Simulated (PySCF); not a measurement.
# C7H8O2: the cost of one run

Programs: PySCF 2.14.0, with routines of our own; each step states its level. All values are computed. Atoms count from 0.

## 1. The system as given

17 atoms, charge 0, multiplicity 1; geometry from: GFN2-xTB.

## 2. Magnetic properties: GIAO B3LYP/pcSseg-1

What the job is given:

```
{"job": {"kind": "mag", "xc": "B3LYP", "basis": "pcSseg-1", "isotopologues": 0}, "charge": 0, "multiplicity": 1}
C     -1.821848    -1.824730    -0.524926
C     -1.391760    -0.669660    -0.028323
C     -0.494220    -0.551079     1.172795
C      0.818197    -0.089602     0.748739
C      1.880561     0.292770     0.348626
C      3.170233     0.760728    -0.110600
C     -1.785225     0.589183    -0.709681
O     -2.338332     0.649156    -1.779549
O     -1.478335     1.688364    -0.005178
H     -1.567665    -2.770727    -0.078247
H     -2.446850    -1.841823    -1.401815
H     -0.909997     0.172917     1.879010
H     -0.401709    -1.521640     1.666089
H      3.048423     1.332685    -1.030216
H      3.829456    -0.084891    -0.305201
H      3.626050     1.399849     0.645049
H     -1.743977     2.480530    -0.496483
```

With the program's defaults for keys left out, this is: GIAO B3LYP/pcSseg-1 magnetisability, rotational g tensor and spin-rotation constants, non-relativistic, gas phase.

The run is started by

```console
OMP_NUM_THREADS=1 python excited_run.py task.json out
```

This one command runs all jobs of the session in turn.

Q: Estimate the wall time and peak memory of this first job on 1 thread of Arm Neoverse N1, shared host.

About 64 s, with a peak of 0.86 GiB.
